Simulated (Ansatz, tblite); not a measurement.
# Ge24H32 off sphere (Ge₂₄H₃₂): which spin state is lowest

Aim: set other spin states of Ge24H32 off sphere (Ge₂₄H₃₂) against its singlet, on many levels of theory.

The runs use Ansatz 0.2.0, Gaussian basis; as each input shows.

Plan: triplet, at the geometry of the singlet (GFN1-xTB, GFN2-xTB, PBE0-D4/def2-SVP, PBE-D4/def2-SVP); the singlet's energies come from earlier runs.

1 further run of the same task is left out (set aside as unsound or not needed).

## Step 1: The geometry

The singlet was relaxed beforehand with r2SCAN-D4/def2-SVP.

56 atoms, charge 0, spin multiplicity 1.

Bond lengths: Ge1–Ge14 2.433 Å, Ge1–Ge15 2.432 Å, Ge1–H25 1.543 Å, Ge1–H26 1.541 Å, Ge2–Ge13 2.428 Å, Ge2–Ge17 2.429 Å, Ge2–H27 1.543 Å, Ge2–H28 1.539 Å, Ge3–Ge16 2.433 Å, Ge3–Ge18 2.432 Å, Ge3–H29 1.544 Å, Ge3–H30 1.542 Å, Ge4–Ge14 2.435 Å, Ge4–Ge19 2.430 Å, Ge4–Ge20 2.435 Å, Ge4–H31 1.548 Å, Ge5–Ge16 2.439 Å, Ge5–Ge19 2.431 Å and more. Angles: Ge14–Ge1–Ge15 109.6°, Ge14–Ge1–H25 109.4°, Ge14–Ge1–H26 110.5°, Ge15–Ge1–H25 109.1°, Ge15–Ge1–H26 110.4°, H25–Ge1–H26 107.8°, Ge13–Ge2–Ge17 112.9°, Ge13–Ge2–H27 108.6°, Ge13–Ge2–H28 109.6°, Ge17–Ge2–H27 108.4°, Ge17–Ge2–H28 109.7°, H27–Ge2–H28 107.5°, Ge16–Ge3–Ge18 109.0°, Ge16–Ge3–H29 109.4°, Ge16–Ge3–H30 110.7°, Ge18–Ge3–H29 109.6°, Ge18–Ge3–H30 110.3°, H29–Ge3–H30 107.8° and more.

## Step 2: Triplet at the fixed geometry, GFN1-xTB

Tight binding, by tblite at 300 K electronic temperature and without a spin-polarisation term:

```python
tblite.interface.Calculator('GFN1-xTB', numbers, positions, charge=0, uhf=2).singlepoint()
```

Energy -1566.9518 eV; 0.93 s.

## Step 3: Triplet at the fixed geometry, GFN2-xTB

Tight binding, by tblite at 300 K electronic temperature and without a spin-polarisation term:

```python
tblite.interface.Calculator('GFN2-xTB', numbers, positions, charge=0, uhf=2).singlepoint()
```

Energy -1708.4191 eV; 1.2 s.

## Step 4: Triplet at the fixed geometry, PBE0-D4/def2-SVP

in.yaml reads:

```yaml
crystal:
  periodic: [false, false, false]
  atoms:
    - {symbol: Ge, position_ang: [-4.420598, 1.632610, -0.586195]}
    - {symbol: Ge, position_ang: [-1.943110, -3.822204, 2.484785]}
    - {symbol: Ge, position_ang: [1.235777, -4.021963, -0.749561]}
    - {symbol: Ge, position_ang: [-1.646659, 1.648235, -3.439946]}
    - {symbol: Ge, position_ang: [1.151293, -1.146906, -3.481862]}
    - {symbol: Ge, position_ang: [-1.622489, -1.200957, -0.643850]}
    - {symbol: Ge, position_ang: [-1.577713, 1.573960, 2.200889]}
    - {symbol: Ge, position_ang: [1.242105, -1.242405, 2.114619]}
    - {symbol: Ge, position_ang: [1.200205, 1.624509, -0.641287]}
    - {symbol: Ge, position_ang: [-1.635957, 4.419651, -0.583575]}
    - {symbol: Ge, position_ang: [4.023284, -1.233295, -0.747846]}
    - {symbol: Ge, position_ang: [3.819987, 1.943828, 2.487764]}
    - {symbol: Ge, position_ang: [-3.088095, -2.516967, 0.786961]}
    - {symbol: Ge, position_ang: [-3.034332, 0.238658, -2.019197]}
    - {symbol: Ge, position_ang: [-3.003197, 2.999729, 0.841160]}
    - {symbol: Ge, position_ang: [-0.219070, -2.589755, -2.072224]}
    - {symbol: Ge, position_ang: [-0.161026, -2.589380, 3.583280]}
    - {symbol: Ge, position_ang: [2.633935, -2.632899, 0.675947]}
    - {symbol: Ge, position_ang: [-0.257900, 0.262321, -4.873974]}
    - {symbol: Ge, position_ang: [-0.239588, 3.035970, -2.016794]}
    - {symbol: Ge, position_ang: [2.591579, 0.223204, -2.069276]}
    - {symbol: Ge, position_ang: [-0.189471, 0.188871, 0.756661]}
    - {symbol: Ge, position_ang: [2.588136, 0.160159, 3.584752]}
    - {symbol: Ge, position_ang: [2.512890, 3.090205, 0.792416]}
    - {symbol: H, position_ang: [-5.296504, 2.554406, -1.460690]}
    - {symbol: H, position_ang: [-5.361658, 0.761189, 0.268071]}
    - {symbol: H, position_ang: [-2.970796, -4.249906, 3.553744]}
    - {symbol: H, position_ang: [-1.372200, -5.104105, 1.851939]}
    - {symbol: H, position_ang: [2.126693, -4.859029, -1.692617]}
    - {symbol: H, position_ang: [0.404868, -4.999607, 0.106165]}
    - {symbol: H, position_ang: [-2.558256, 2.559838, -4.296086]}
    - {symbol: H, position_ang: [2.046811, -2.040518, -4.375310]}
    - {symbol: H, position_ang: [-2.435215, 0.669940, 3.110393]}
    - {symbol: H, position_ang: [-0.675782, 2.431006, 3.112863]}
    - {symbol: H, position_ang: [-2.557697, 5.295693, -1.458054]}
    - {symbol: H, position_ang: [-0.766116, 5.360599, 0.272436]}
    - {symbol: H, position_ang: [4.859809, -2.123277, -1.692213]}
    - {symbol: H, position_ang: [5.001394, -0.403897, 0.108746]}
    - {symbol: H, position_ang: [5.101337, 1.373964, 1.852867]}
    - {symbol: H, position_ang: [4.248603, 2.970263, 3.557568]}
    - {symbol: H, position_ang: [-3.958231, -3.440528, -0.091411]}
    - {symbol: H, position_ang: [-4.040760, -1.533082, 1.498823]}
    - {symbol: H, position_ang: [-3.931108, -0.656615, -2.908909]}
    - {symbol: H, position_ang: [-3.888787, 3.883637, 1.751000]}
    - {symbol: H, position_ang: [-1.134771, -3.453034, -2.974376]}
    - {symbol: H, position_ang: [0.727618, -3.570156, 4.377641]}
    - {symbol: H, position_ang: [-0.805388, -1.627791, 4.604763]}
    - {symbol: H, position_ang: [3.528258, -3.527442, 1.568132]}
    - {symbol: H, position_ang: [-1.141970, -0.617143, -5.781596]}
    - {symbol: H, position_ang: [0.621735, 1.148280, -5.779662]}
    - {symbol: H, position_ang: [0.655488, 3.934422, -2.904974]}
    - {symbol: H, position_ang: [3.455317, 1.140081, -2.969763]}
    - {symbol: H, position_ang: [1.626315, 0.803096, 4.606833]}
    - {symbol: H, position_ang: [3.569322, -0.728783, 4.378161]}
    - {symbol: H, position_ang: [1.526855, 4.039410, 1.505921]}
    - {symbol: H, position_ang: [3.434829, 3.963890, -0.084012]}
basis:
  gaussian: {orbitals: def2-SVP, fitting: {mean_field: def2-universal-jkfit}}
magnetization: {spin_polarized: true, initial_magnetization: 2}
hamiltonian: {xc: pbe0, dispersion: d4}
scf: {omitted_lower_state_checks: [starts]}
output: {orbitals: {seedname: orbitals}}
```

Run with:

```
$ ansatz run in.yaml --threads 11 --pin off --events-out ev --progress --plain --max-ram 110592MiB --backend cuda --devices 0, --max-vram 75GiB
```

Standard output:

```text
Functional definition: PBE0
  name "PBE0"
  cite "Adamo & Barone, J. Chem. Phys. 110, 6158 (1999) doi:10.1063/1.478522"
  cite "Perdew, Burke & Ernzerhof, Phys. Rev. Lett. 77, 3865 (1996) doi:10.1103/PhysRevLett.77.3865"
  parent pbe
  parameter a = 0.25
  parameter kappa = 0.804
  parameter beta = 0.06672455060314922
  exchange = (1 - a)*pbe_x(kappa = kappa, mu = beta*pi^2/3) + a*exact_x
  correlation = pbe_c(beta = beta)
these checks for a lower state are left out or cut short: starts
6960 factors; integrals over basis functions are off by at most 3.4e-1 eV
mean field evaluation 1: about -1356626.5148 eV, gradient 4.1e1 eV
mean field evaluation 2: about -1356626.4019 eV, gradient 4.0e1 eV
mean field evaluation 4: about -1356629.8515 eV, gradient 4.4e0 eV
mean field evaluation 8: about -1356629.9538 eV, gradient 4.5e-1 eV
mean field evaluation 16: about -1356629.9830 eV, gradient 6.0e-2 eV
mean field evaluation 32: about -1356629.9842 eV, gradient 2.6e-3 eV
mean field -1356629.98416740 eV, -49855.2323613214 hartree, gradient 8.6e-6 eV, S^2 2.005009; 0 other end points of the search recorded, 0 dependent functions left out
reference -1356629.98424574 eV, -49855.2323642004 hartree; 401, 399 occupied and 527, 529 virtual orbitals, 6960 factors
Total energy: -1356633.85391136 eV, -49855.3745717891 hartree
Checks for a lower state left out: starts
```

Wall time 61 s (1 × H100 with 11 threads of AMD EPYC 7R13, shared host); peak host memory 1.9 GiB.

Report: HOMO -2.35 eV, LUMO -5.69 eV (over both spins; with the spin held, an empty level of the minority spin lies below the top filled one); ⟨S²⟩ 2.005 (pure: 2.00).

## Step 5: Triplet at the fixed geometry, PBE-D4/def2-SVP

start.molden holds the orbitals of an earlier run on this state, given as this run's starting guess.

in.yaml: that of step 4 with these lines changed.

```diff
@@ -60,5 +60,5 @@
 basis:
-  gaussian: {orbitals: def2-SVP, fitting: {mean_field: def2-universal-jkfit}}
+  gaussian: {orbitals: def2-SVP, fitting: {mean_field: def2-universal-jkfit}, initial_orbitals: start.molden}
 magnetization: {spin_polarized: true, initial_magnetization: 2}
-hamiltonian: {xc: pbe0, dispersion: d4}
+hamiltonian: {xc: pbe, dispersion: d4}
 scf: {omitted_lower_state_checks: [starts]}
```

Same command.

Standard output:

```text
Functional definition: PBE
  name "PBE"
  cite "Perdew, Burke & Ernzerhof, Phys. Rev. Lett. 77, 3865 (1996) doi:10.1103/PhysRevLett.77.3865"
  parent pbe
  parameter kappa = 0.804
  parameter beta = 0.06672455060314922
  exchange = pbe_x(kappa = kappa, mu = beta*pi^2/3)
  correlation = pbe_c(beta = beta)
these checks for a lower state are left out or cut short: starts
6960 factors; integrals over basis functions are off by at most 3.4e-1 eV
mean field evaluation 1: about -1356592.2450 eV, gradient 1.7e1 eV
mean field evaluation 2: about -1356593.2385 eV, gradient 9.7e-1 eV
mean field evaluation 4: about -1356593.2234 eV, gradient 1.7e-1 eV
mean field evaluation 8: about -1356593.2286 eV, gradient 3.5e-3 eV
mean field evaluation 16: about -1356593.2286 eV, gradient 6.4e-5 eV
mean field -1356593.22862625 eV, -49853.8816200980 hartree, gradient 2.3e-6 eV, S^2 2.001760; 0 other end points of the search recorded, 0 dependent functions left out
reference -1356593.22873066 eV, -49853.8816239352 hartree; 401, 399 occupied and 527, 529 virtual orbitals, 6960 factors
Total energy: -1356597.43803600 eV, -49854.0363130530 hartree
Checks for a lower state left out: starts
```

It took 17 s on 1 × H100 with 11 threads of AMD EPYC 7R13, shared host; peak host memory 1.8 GiB.

Report: HOMO -1.99 eV, LUMO -5.83 eV (over both spins; with the spin held, an empty level of the minority spin lies below the top filled one); ⟨S²⟩ 2.002 (pure: 2.00).

## Step 6: Triplet less singlet, vertical

The singlet's energies are those of its earlier runs, whose logs aren't repeated here.

```
           level  triplet less singlet, vertical (eV)   time
        GFN1-xTB                               +2.984  1.6 s
        GFN2-xTB                               +3.775  2.1 s
 PBE-D4/def2-SVP                               +3.921   24 s
PBE0-D4/def2-SVP                               +4.518   73 s
```

Times add the two runs; a level without a time comes out of a correlated run. Tight binding without a spin term can't rank spin states.

## Step 7: What came out

| quantity | value |
| --- | --- |
| triplet less singlet, vertical, functionals in def2-SVP | +3.921 (PBE-D4) to +4.518 eV (PBE0-D4) |

**Reading.** All functionals put the triplet above the singlet, over a spread of 0.597 eV. The checks for a lower triplet were left out, so another state of that spin may lie lower. These are electronic energies, without zero-point motion, entropy or surroundings.
